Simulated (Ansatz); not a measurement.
# CH2W: the cost of one run

The runs use Ansatz 0.2.0, Gaussian basis; def2-TZVPP, core rule «outside noble gas», up to 5 orbitals frozen.

The runs, in order: UHF; CCSD(T) on RHF; CCSD(T) on UHF; CCSDT(Q) on RHF.

1 further run of the same task is left out (for a known fault of the program).

### 1 The system

The geometry is a PBE0/def2-TZVP stationary point (not a proven minimum). No spin-orbit coupling is included. Elements past krypton take def2 core potentials.

4 atoms, charge 0, spin multiplicity 1.

Atoms are counted from 1 here; the program's logs count them from 0.

Bond lengths: W1–C2 1.835 Å, C2–H3 1.090 Å, C2–H4 1.090 Å. Angles: W1–C2–H3 120.6°, W1–C2–H4 120.6°, H3–C2–H4 118.8°.

### 2 UHF

File in.yaml:

```yaml
crystal:
  periodic: [false, false, false]
  atoms:
    - {symbol: W, position_ang: [0.000000, 0.000000, 0.135754]}
    - {symbol: C, position_ang: [0.000000, 0.000000, -1.699551]}
    - {symbol: H, position_ang: [0.000000, -0.938755, -2.254253]}
    - {symbol: H, position_ang: [0.000000, 0.938755, -2.254253]}
basis:
  gaussian: {orbitals: def2-TZVPP}
magnetization: {spin_polarized: true, initial_magnetization: 0}
hamiltonian: {xc: hf}
output: {orbitals: {seedname: orbitals}}
```

Run with:

```
ansatz run in.yaml --threads 1 --pin off --events-out ev --progress --plain --max-ram 4096MiB --backend cpu
```

What time and memory should one allow on 1 thread of AMD EPYC 7R13, shared host?

About 21 s, with a peak of 0.26 GiB.
